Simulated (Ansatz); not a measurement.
**C₄H₁₀Si: one species, many methods**

One table from this session's results is given with a row withheld; the runs are named, their logs left out.

The runs use Ansatz 0.2.0, Gaussian basis; functionals in def2-TZVPP, the program's frozen cores in correlated methods.

Plan: PBE-D4, r2SCAN-D4, PBE0-D4, B3LYP-D4, ωB97X-V, ωB97M-V, B2PLYP; CCSD(T)/def2-TZVPP; MP2/def2-QZVPP; extrapolation to the limit.

## The geometry

The geometry comes from an earlier relaxation with PBE0-D4 in a triple-zeta def2 set; it is a stationary point, not always the lowest conformer.

SMILES `C[SiH]1CCC1`, 15 atoms, charge 0, spin multiplicity 1.

Atoms are counted from 1 here; the program's logs count them from 0.

Bond lengths: C1–Si2 1.868 Å, C1–H6 1.093 Å, C1–H7 1.093 Å, C1–H8 1.093 Å, Si2–C3 1.885 Å, Si2–C5 1.885 Å, Si2–H9 1.493 Å, C3–C4 1.553 Å, C3–H10 1.094 Å, C3–H11 1.089 Å, C4–C5 1.553 Å, C4–H12 1.093 Å, C4–H13 1.094 Å, C5–H14 1.094 Å, C5–H15 1.089 Å. Angles: Si2–C1–H6 110.7°, Si2–C1–H7 111.1°, Si2–C1–H8 110.8°, H6–C1–H7 108.2°, H6–C1–H8 107.8°, H7–C1–H8 108.2°, C1–Si2–C3 121.4°, C1–Si2–C5 121.4°, C1–Si2–H9 109.3°, C3–Si2–C5 78.8°, C3–Si2–H9 111.5°, C5–Si2–H9 111.5°, Si2–C3–C4 86.2°, Si2–C3–H10 111.0°, Si2–C3–H11 122.3°, C4–C3–H10 110.7°, C4–C3–H11 116.3°, H10–C3–H11 108.6° and more.

The first run:

in.yaml

```yaml
crystal:
  periodic: [false, false, false]
  atoms:
    - {symbol: C, position_ang: [-1.579982, 1.131888, 1.198191]}
    - {symbol: Si, position_ang: [-0.490038, -0.232181, 0.533137]}
    - {symbol: C, position_ang: [1.375055, -0.008289, 0.374325]}
    - {symbol: C, position_ang: [1.243775, -0.753220, -0.982035]}
    - {symbol: C, position_ang: [-0.246869, -0.478023, -1.320057]}
    - {symbol: H, position_ang: [-1.437161, 1.251181, 2.275506]}
    - {symbol: H, position_ang: [-1.353665, 2.086055, 0.716619]}
    - {symbol: H, position_ang: [-2.635085, 0.904043, 1.024802]}
    - {symbol: H, position_ang: [-0.832211, -1.515504, 1.215674]}
    - {symbol: H, position_ang: [1.632243, 1.043149, 0.215329]}
    - {symbol: H, position_ang: [2.076008, -0.431932, 1.092463]}
    - {symbol: H, position_ang: [1.392867, -1.825359, -0.827414]}
    - {symbol: H, position_ang: [1.954216, -0.435137, -1.750233]}
    - {symbol: H, position_ang: [-0.353538, 0.468071, -1.859004]}
    - {symbol: H, position_ang: [-0.767414, -1.255441, -1.877905]}
basis:
  gaussian: {orbitals: def2-TZVPP}
hamiltonian: {xc: pbe, dispersion: d4}
output: {forces: true, orbitals: {seedname: orbitals}}
```

Command:

```sh
$ ansatz run in.yaml --threads 4 --pin off --events-out ev --progress --plain --max-ram 10444MiB
```

Among the steps run: PBE-D4 (GGA); r2SCAN-D4 (meta-GGA); PBE0-D4 (hybrid); B3LYP-D4 (hybrid); ωB97X-V (range-separated); ωB97M-V (range-separated); B2PLYP (double hybrid); CCSD(T) in def2-TZVPP; MP2 in def2-QZVPP.

One of the session's tables, all rows but one given; the rest of the session is left out.

```
            method  atomisation energy (eV)
            PBE-D4                   60.663
         r2SCAN-D4                   59.981
           PBE0-D4                   60.175
          B3LYP-D4                   59.792
           ωB97X-V                        ?
           ωB97M-V                   60.029
            B2PLYP                   59.189
     HF/def2-TZVPP                   45.400
    MP2/def2-TZVPP                   59.002
   CCSD/def2-TZVPP                   57.834
CCSD(T)/def2-TZVPP                   58.519
           MP2/CBS                   60.284
       CCSD(T)/CBS                   59.801
```

Estimate the missing values for ωB97X-V.

**Answer.** atomisation energy (eV): 60.021. In the column «atomisation energy (eV)» it lies between r2SCAN-D4 (59.981) and ωB97M-V (60.029).
